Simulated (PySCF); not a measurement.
# C5H4F2: the cost of one run

Programs: PySCF 2.14.0, with density-fitted response routines of our own. Each step states its level of theory. These are calculated values for one molecule in the gas phase, unless marked as measured. Atoms are numbered from 0 throughout.

### 1 The molecule as given

11 atoms, charge 0, multiplicity 1; geometry from: GFN2-xTB. The atoms were then displaced at random by about 0.01 Å, so the start is not that level's minimum.

Bonds of the start (Å): C0–C1 1.33, C1–C2 1.27, C2–C3 1.27, C3–C4 1.53, C4–F5 1.36, C4–F6 1.36, C0–H7 1.07, C0–H8 1.06, C3–H9 1.10, C4–H10 1.08.

### 2 Relaxing the molecule at PBE0-D3(BJ)/def2-SVP

What the job is given:

```
{"job": {"xc": "PBE0", "basis": "def2-SVP", "d3": "d3bj", "grid": 1, "shake": 0.01, "kind": "geom"}, "charge": 0, "multiplicity": 1}
C      2.718300    -0.422090    -0.602890
C      1.523450    -0.222230    -0.054210
C      0.393490    -0.052690     0.497600
C     -0.731970     0.126170     1.048720
C     -2.008250     0.294480     0.222090
F     -2.869480    -0.732240     0.423130
F     -2.675950     1.411330     0.618230
H      3.602700    -0.529990    -0.018790
H      2.812970    -0.407140    -1.659450
H     -0.909500     0.132950     2.133600
H     -1.817650     0.375640    -0.838770
```

On the command line:

```
OMP_NUM_THREADS=1 python probes_run.py task.json out
```

One launch serves the whole session: the jobs run in the order shown.

**Question.** How long does this first job take on 1 thread of Arm Neoverse V1, shared host, and how much memory does it need?

About 40 s, with a peak of 0.47 GiB.
